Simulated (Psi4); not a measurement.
**CH4GaN (SMILES C=[N][GaH2]): MP2/cc-pVTZ (density fitting, density fitting for correlation, sweep point 9)**

Aim: the energy of CH4GaN. 

The calculation is run with Psi4 1.11.

3 further runs of the same task are left out: 3 set aside as unsound or not needed.

### Step 1. The structure to begin with

CH4GaN: 7 atoms, total charge 0, spin state singlet. SMILES: `C=[N][GaH2]`. The coordinates come from a PBE0-D4/def2-TZVP relaxation.

Bond lengths: C1–N2 1.242 Å, N2–Ga3 1.803 Å, C1–H4 1.101 Å, C1–H5 1.101 Å, Ga3–H6 1.556 Å, Ga3–H7 1.556 Å. Angles: C1–N2–Ga3 162.6°, N2–C1–H4 123.4°, N2–C1–H5 121.6°, N2–Ga3–H6 115.6°, N2–Ga3–H7 115.6°, H4–C1–H5 115.0°, H6–Ga3–H7 128.6°.

### Step 2. The energy at MP2/cc-pVTZ (density fitting, density fitting for correlation, sweep point 9)

File calc.in:

```
memory 1600 mb

molecule {
  0 1
  C     -1.119700     0.099100    -0.980300
  N     -0.311300    -0.140700    -0.067900
  Ga     1.142300    -0.099700     0.998500
  H     -0.943900     0.853500    -1.763300
  H     -2.076800    -0.439300    -1.060100
  H      1.040600     0.837400     2.236500
  H      2.268800    -1.110200     0.636700
  units angstrom
  symmetry c1
}

set globals {
  basis cc-pVTZ
  scf_type df
  num_frozen_docc 11
  basis_guess true
}

energy("mp2")
```

The run is started by

```sh
psi4 -i calc.in -o calc.out -n 1
```

calc.out:

```text
Psi4 1.11 release

  //>>>>>>>>>>>>>>>>>>>>>>>>>>>>>>>>>>>//
  //      Guess SCF, pcseg-0 Basis     //
  //<<<<<<<<<<<<<<<<<<<<<<<<<<<<<<<<<<<//

   => Loading Basis Set <=

    Name: PCSEG-0
    Role: ORBITAL
    Keyword: BASIS

         ---------------------------------------------------------
                           SCF Castup computation
         ---------------------------------------------------------
                                   SCF
                              RHF Reference
                        1 Threads,   1525 MiB Core
         ---------------------------------------------------------

  ==> Geometry <==

    Molecular point group: c1
    Full point group: C1

    Geometry (in Angstrom), charge = 0, multiplicity = 1:

       Center              X                  Y                   Z               Mass
    ------------   -----------------  -----------------  -----------------  -----------------
         C           -1.738425921169     0.174993388289    -1.547781768579    12.000000000000
         N           -0.930025921169    -0.064806611711    -0.635381768579    14.003074004430
         GA           0.523574078831    -0.023806611711     0.431018231421    68.925573500000
         H           -1.562625921169     0.929393388289    -2.330781768579     1.007825032230
         H           -2.695525921169    -0.363406611711    -1.627581768579     1.007825032230
         H            0.421874078831     0.913293388289     1.669018231421     1.007825032230
         H            1.650074078831    -1.034306611711     0.069218231421     1.007825032230

  Running in c1 symmetry.

  Rotational constants: A =      2.71851  B =      0.12254  C =      0.12103 [cm^-1]
  Rotational constants: A =  81498.88259  B =   3673.66448  C =   3628.26268 [MHz]
  Nuclear repulsion =  158.698020768976534

  Charge       = 0
  Multiplicity = 1
  Electrons    = 48
  Nalpha       = 24
  Nbeta        = 24

  ==> Algorithm <==

  SCF Algorithm Type is DF.
  DIIS enabled.
  MOM disabled.
  Fractional occupation disabled.
  Guess Type is SAD.
  Energy threshold   = 1.00e-08
  Density threshold  = 1.00e-08
  Integral threshold = 1.00e-12

  ==> Primary Basis <==

  Basis Set: PCSEG-0
    Blend: PCSEG-0
    Number of shells: 28
    Number of basis functions: 48
    Number of Cartesian functions: 49
    Spherical Harmonics?: true
    Max angular momentum: 2

   => Loading Basis Set <=

    Name: (PCSEG-0 AUX)
    Role: JKFIT
    Keyword: DF_BASIS_SCF

  ==> Integral Setup <==

  DFHelper Memory: AOs need 0.011 GiB; user supplied 1.118 GiB.
  SCF_SUBTYPE=INCORE selected. In-core MEM_DF algorithm will be used.
  Using in-core AOs.

  ==> MemDFJK: Density-Fitted J/K Matrices <==

    J tasked:                   Yes
    K tasked:                   Yes
    wK tasked:                   No
    Memory [MiB]:              1144
    Algorithm:                 Core
    Schwarz Cutoff:           1E-12
    Mask sparsity (%):       2.2569
    Fitting Condition:        1E-10

   => Auxiliary Basis Set <=

  Basis Set: (PCSEG-0 AUX)
    Blend: DEF2-UNIVERSAL-JKFIT
    Number of shells: 134
    Number of basis functions: 490
    Number of Cartesian functions: 633
    Spherical Harmonics?: true
    Max angular momentum: 5

  Minimum eigenvalue in the overlap matrix is 1.4178776869E-02.
  Reciprocal condition number of the overlap matrix is 3.3826254594E-03.
    Using symmetric orthogonalization.

  ==> Pre-Iterations <==

  SCF Guess: Superposition of Atomic Densities via on-the-fly atomic UHF (no occupation information).

   -------------------------
    Irrep   Nso     Nmo
   -------------------------
     A         48      48
   -------------------------
    Total      48      48
   -------------------------

  ==> Iterations <==

                           Total Energy        Delta E     RMS |[F,P]|

   @DF-RHF iter SAD: -2010.17104783666332   -2.01017e+03   0.00000e+00
   @DF-RHF iter   1: -2014.04861182755417   -3.87756e+00   2.94957e-02 DIIS/ADIIS
   @DF-RHF iter   2: -2014.99515815420227   -9.46546e-01   1.04292e-02 DIIS/ADIIS
   @DF-RHF iter   3: -2015.11093347821611   -1.15775e-01   1.78236e-03 DIIS/ADIIS
   @DF-RHF iter   4: -2015.11658738472170   -5.65391e-03   8.58749e-04 DIIS/ADIIS
   @DF-RHF iter   5: -2015.11764740144531   -1.06002e-03   2.69635e-04 DIIS/ADIIS
   @DF-RHF iter   6: -2015.11784651081439   -1.99109e-04   1.07224e-04 DIIS/ADIIS
   @DF-RHF iter   7: -2015.11790876868326   -6.22579e-05   3.37240e-05 DIIS
   @DF-RHF iter   8: -2015.11791368819627   -4.91951e-06   6.36127e-06 DIIS
   @DF-RHF iter   9: -2015.11791381730814   -1.29112e-07   1.97945e-06 DIIS
   @DF-RHF iter  10: -2015.11791382650358   -9.19545e-09   3.25672e-07 DIIS
   @DF-RHF iter  11: -2015.11791382693832   -4.34738e-10   5.07968e-08 DIIS
   @DF-RHF iter  12: -2015.11791382694719   -8.86757e-12   6.84263e-09 DIIS
  Energy and wave function converged.

  ==> Post-Iterations <==

    Orbital Energies [Eh]
    ---------------------

    Doubly Occupied:

       1A   -378.651811     2A    -47.694502     3A    -42.561550
       4A    -42.559157     5A    -42.559151     6A    -15.544749
       7A    -11.290440     8A     -6.341745     9A     -4.546440
      10A     -4.543604    11A     -4.543140    12A     -1.247868
      13A     -1.236378    14A     -1.235566    15A     -1.235235
      16A     -1.231768    17A     -1.179333    18A     -0.812859
      19A     -0.663552    20A     -0.632865    21A     -0.516128
      22A     -0.474629    23A     -0.413055    24A     -0.355537

    Virtual:

      25A      0.074909    26A      0.144469    27A      0.172475
      28A      0.197370    29A      0.232675    30A      0.300241
      31A      0.322846    32A      0.325870    33A      0.499478
      34A      0.753098    35A      0.763762    36A      0.874186
      37A      0.928970    38A      0.996821    39A      1.017318
      40A      1.026277    41A      1.083526    42A      1.163220
      43A      1.202473    44A      1.226568    45A      1.364557
      46A      1.628529    47A      1.641040    48A      2.069733

    Final Occupation by Irrep:
              A
    DOCC [    24 ]
    NA   [    24 ]
    NB   [    24 ]

  @DF-RHF Final Energy: -2015.11791382694719

   => Energetics <=

    Nuclear Repulsion Energy =            158.6980207689765336
    One-Electron Energy =               -3123.4897436819051109
    Two-Electron Energy =                 949.6738090859812473
    Total Energy =                      -2015.1179138269471878

Computation Completed

  //>>>>>>>>>>>>>>>>>>>>>>>>>>>>>>>>>>>//
  //                SCF                //
  //<<<<<<<<<<<<<<<<<<<<<<<<<<<<<<<<<<<//

   => Loading Basis Set <=

    Name: CC-PVTZ
    Role: ORBITAL
    Keyword: BASIS

         ---------------------------------------------------------
                                   SCF
                              RHF Reference
                        1 Threads,   1525 MiB Core
         ---------------------------------------------------------

  ==> Geometry <==

    Molecular point group: c1
    Full point group: C1

    Geometry (in Angstrom), charge = 0, multiplicity = 1:

       Center              X                  Y                   Z               Mass
    ------------   -----------------  -----------------  -----------------  -----------------
         C           -1.738425921169     0.174993388289    -1.547781768579    12.000000000000
         N           -0.930025921169    -0.064806611711    -0.635381768579    14.003074004430
         GA           0.523574078831    -0.023806611711     0.431018231421    68.925573500000
         H           -1.562625921169     0.929393388289    -2.330781768579     1.007825032230
         H           -2.695525921169    -0.363406611711    -1.627581768579     1.007825032230
         H            0.421874078831     0.913293388289     1.669018231421     1.007825032230
         H            1.650074078831    -1.034306611711     0.069218231421     1.007825032230

  Running in c1 symmetry.

  Rotational constants: A =      2.71851  B =      0.12254  C =      0.12103 [cm^-1]
  Rotational constants: A =  81498.88259  B =   3673.66448  C =   3628.26268 [MHz]
  Nuclear repulsion =  158.698020768976534

  Charge       = 0
  Multiplicity = 1
  Electrons    = 48
  Nalpha       = 24
  Nbeta        = 24

  ==> Algorithm <==

  SCF Algorithm Type is DF.
  DIIS enabled.
  MOM disabled.
  Fractional occupation disabled.
  Guess Type is SAD.
  Energy threshold   = 1.00e-08
  Density threshold  = 1.00e-08
  Integral threshold = 1.00e-12

  ==> Primary Basis <==

  Basis Set: CC-PVTZ
    Blend: CC-PVTZ
    Number of shells: 59
    Number of basis functions: 159
    Number of Cartesian functions: 179
    Spherical Harmonics?: true
    Max angular momentum: 3

   => Loading Basis Set <=

    Name: (CC-PVTZ AUX)
    Role: JKFIT
    Keyword: DF_BASIS_SCF

  Computing basis projection from PCSEG-0 to CC-PVTZ

  ==> Integral Setup <==

  DFHelper Memory: AOs need 0.095 GiB; user supplied 1.118 GiB.
  SCF_SUBTYPE=INCORE selected. In-core MEM_DF algorithm will be used.
  Using in-core AOs.

  ==> MemDFJK: Density-Fitted J/K Matrices <==

    J tasked:                   Yes
    K tasked:                   Yes
    wK tasked:                   No
    Memory [MiB]:              1144
    Algorithm:                 Core
    Schwarz Cutoff:           1E-12
    Mask sparsity (%):       3.3306
    Fitting Condition:        1E-10

   => Auxiliary Basis Set <=

  Basis Set: (CC-PVTZ AUX)
    Blend: CC-PVTZ-JKFIT
    Number of shells: 141
    Number of basis functions: 485
    Number of Cartesian functions: 601
    Spherical Harmonics?: true
    Max angular momentum: 4

  Minimum eigenvalue in the overlap matrix is 1.2444832433E-03.
  Reciprocal condition number of the overlap matrix is 2.0772549880E-04.
    Using symmetric orthogonalization.

  ==> Pre-Iterations <==

  SCF Guess: Orbitals guess was supplied from a previous computation.

   -------------------------
    Irrep   Nso     Nmo
   -------------------------
     A        159     159
   -------------------------
    Total     159     159
   -------------------------

  ==> Iterations <==

                           Total Energy        Delta E     RMS |[F,P]|

   @DF-RHF iter   0: -2017.78425830094511   -2.01778e+03   8.99204e-03
   @DF-RHF iter   1: -2017.92781522600649   -1.43557e-01   5.19339e-04 DIIS/ADIIS
   @DF-RHF iter   2: -2017.93144472852941   -3.62950e-03   1.59724e-04 DIIS/ADIIS
   @DF-RHF iter   3: -2017.93176332303847   -3.18595e-04   6.18169e-05 DIIS
   @DF-RHF iter   4: -2017.93182198087493   -5.86578e-05   1.84959e-05 DIIS
   @DF-RHF iter   5: -2017.93182790254332   -5.92167e-06   7.69090e-06 DIIS
   @DF-RHF iter   6: -2017.93182941131704   -1.50877e-06   1.93069e-06 DIIS
   @DF-RHF iter   7: -2017.93182964381981   -2.32503e-07   7.16361e-07 DIIS
   @DF-RHF iter   8: -2017.93182966868835   -2.48685e-08   1.99078e-07 DIIS
   @DF-RHF iter   9: -2017.93182966984705   -1.15870e-09   7.16224e-08 DIIS
   @DF-RHF iter  10: -2017.93182966996937   -1.22327e-10   1.74418e-08 DIIS
   @DF-RHF iter  11: -2017.93182966997415   -4.77485e-12   4.54567e-09 DIIS
  Energy and wave function converged.

  ==> Post-Iterations <==

    Orbital Energies [Eh]
    ---------------------

    Doubly Occupied:

       1A   -378.802596     2A    -48.154709     3A    -42.483710
       4A    -42.480428     5A    -42.480410     6A    -15.537592
       7A    -11.281819     8A     -6.386474     9A     -4.482804
      10A     -4.476835    11A     -4.476163    12A     -1.214091
      13A     -1.194386    14A     -1.192498    15A     -1.190628
      16A     -1.186978    17A     -1.162157    18A     -0.814193
      19A     -0.654805    20A     -0.625833    21A     -0.510215
      22A     -0.470016    23A     -0.413259    24A     -0.354519

    Virtual:

      25A      0.060794    26A      0.132651    27A      0.139293
      28A      0.140315    29A      0.174947    30A      0.177691
      31A      0.194842    32A      0.220956    33A      0.297366
      34A      0.309454    35A      0.313230    36A      0.327019
      37A      0.355669    38A      0.379577    39A      0.397840
      40A      0.449867    41A      0.491699    42A      0.513530
      43A      0.513916    44A      0.536275    45A      0.606813
      46A      0.652294    47A      0.654536    48A      0.673012
      49A      0.727748    50A      0.790599    51A      0.849699
      52A      0.885109    53A      0.898972    54A      0.925350
      55A      0.938491    56A      0.972545    57A      1.000260
      58A      1.060780    59A      1.077660    60A      1.088468
      61A      1.117190    62A      1.121869    63A      1.148895
      64A      1.173974    65A      1.187531    66A      1.196344
      67A      1.213120    68A      1.221399    69A      1.242863
      70A      1.314051    71A      1.335433    72A      1.354256
      73A      1.396054    74A      1.428313    75A      1.482574
      76A      1.493862    77A      1.587675    78A      1.600447
      79A      1.616633    80A      1.700353    81A      1.711612
      82A      1.798060    83A      1.821655    84A      1.942786
      85A      2.112338    86A      2.138127    87A      2.174734
      88A      2.247191    89A      2.284483    90A      2.452977
      91A      2.456880    92A      2.588573    93A      2.692753
      94A      2.817220    95A      2.906699    96A      2.980944
      97A      3.028303    98A      3.050479    99A      3.060618
     100A      3.116027   101A      3.240270   102A      3.267770
     103A      3.277668   104A      3.357507   105A      3.389186
     106A      3.398049   107A      3.523798   108A      3.544358
     109A      3.590071   110A      3.602862   111A      3.613088
     112A      3.648437   113A      3.655050   114A      3.665152
     115A      3.684934   116A      3.773245   117A      3.799404
     118A      3.817137   119A      3.844094   120A      3.863137
     121A      4.060810   122A      4.071393   123A      4.126118
     124A      4.137494   125A      4.183828   126A      4.191836
     127A      4.211998   128A      4.221093   129A      4.231845
     130A      4.270598   131A      4.279391   132A      4.299467
     133A      4.378905   134A      4.384345   135A      4.441832
     136A      4.487924   137A      4.567971   138A      4.666467
     139A      4.744678   140A      4.804644   141A      4.968019
     142A      5.071301   143A      5.074738   144A      5.122590
     145A      5.126836   146A      5.198087   147A      5.348536
     148A      5.365806   149A      5.410004   150A      5.529680
     151A      5.681679   152A      5.766993   153A      5.795425
     154A      5.838923   155A      6.123139   156A      6.278099
     157A      6.795397   158A     10.221831   159A     14.515239

    Final Occupation by Irrep:
              A
    DOCC [    24 ]
    NA   [    24 ]
    NB   [    24 ]

  @DF-RHF Final Energy: -2017.93182966997415

   => Energetics <=

    Nuclear Repulsion Energy =            158.6980207689765336
    One-Electron Energy =               -3129.2054666059680130
    Two-Electron Energy =                 952.5756161670171878
    Total Energy =                      -2017.9318296699741495

Computation Completed

Properties will be evaluated at   0.000000,   0.000000,   0.000000 [a0]

Properties computed using the SCF density matrix

 Multipole Moments:

 ------------------------------------------------------------------------------------
     Multipole            Electronic (a.u.)      Nuclear  (a.u.)        Total (a.u.)
 ------------------------------------------------------------------------------------

 L = 1.  Multiply by 2.5417464519 to convert [e a0] to [Debye]
 Dipole X            :          5.3968893           -5.4729194           -0.0760301
 Dipole Y            :         -0.3575825            0.5731211            0.2155387
 Dipole Z            :          4.5794463           -4.8999179           -0.3204716
 Magnitude           :                                                    0.3936236

 ------------------------------------------------------------------------------------

	total time  =          3 seconds =       0.05 minutes

  //>>>>>>>>>>>>>>>>>>>>>>>>>>>>>>>>>>>//
  //               DFMP2               //
  //<<<<<<<<<<<<<<<<<<<<<<<<<<<<<<<<<<<//

   => Loading Basis Set <=

    Name: (CC-PVTZ AUX)
    Role: RIFIT
    Keyword: DF_BASIS_MP2

	 --------------------------------------------------------
	                          DF-MP2
	      2nd-Order Density-Fitted Moller-Plesset Theory
	              RMP2 Wavefunction,   1 Threads

	 --------------------------------------------------------

   => Auxiliary Basis Set <=

  Basis Set: (CC-PVTZ AUX)
    Blend: CC-PVTZ-RI
    Number of shells: 124
    Number of basis functions: 448
    Number of Cartesian functions: 568
    Spherical Harmonics?: true
    Max angular momentum: 5

	 --------------------------------------------------------
	                 NBF =   159, NAUX =   448
	 --------------------------------------------------------
	   CLASS    FOCC     OCC    AOCC    AVIR     VIR    FVIR
	   PAIRS      11      24      13     135     135       0
	 --------------------------------------------------------

	-----------------------------------------------------------
	 ==================> DF-MP2 Energies <====================
	-----------------------------------------------------------
	 Reference Energy          =   -2017.9318296699741495 [Eh]
	 Singles Energy            =      -0.0000000000000000 [Eh]
	 Same-Spin Energy          =      -0.1289475913822154 [Eh]
	 Opposite-Spin Energy      =      -0.4008406659922217 [Eh]
	 Correlation Energy        =      -0.5297882573744370 [Eh]
	 Total Energy              =   -2018.4616179273486978 [Eh]
	-----------------------------------------------------------
	 ================> DF-SCS-MP2 Energies <==================
	-----------------------------------------------------------
	 SCS Same-Spin Scale       =       0.3333333333333333 [-]
	 SCS Opposite-Spin Scale   =       1.2000000000000000 [-]
	 SCS Same-Spin Energy      =      -0.0429825304607385 [Eh]
	 SCS Opposite-Spin Energy  =      -0.4810087991906660 [Eh]
	 SCS Correlation Energy    =      -0.5239913296514045 [Eh]
	 SCS Total Energy          =   -2018.4558209996255300 [Eh]
	-----------------------------------------------------------

	total time  =          1 seconds =       0.02 minutes

    Psi4 run time: 0:00:03.91
```

Wall time 5.1 s (1 thread of Intel Xeon 6975P-C (Granite Rapids), shared host); peak memory 0.61 GiB.

### Step 3. What came out

At MP2/cc-pVTZ (density fitting, density fitting for correlation, sweep point 9), 11 core orbitals frozen:

| quantity | value |
| --- | --- |
| total energy | -2018.46162 Eh |
| HOMO energy (Hartree–Fock orbitals) | -9.65 eV |
| LUMO energy (Hartree–Fock orbitals) | 1.65 eV |
| HOMO–LUMO gap (Hartree–Fock orbitals) | 11.30 eV |
| correlation energy (11 core orbitals frozen) | -529.8 mEh |
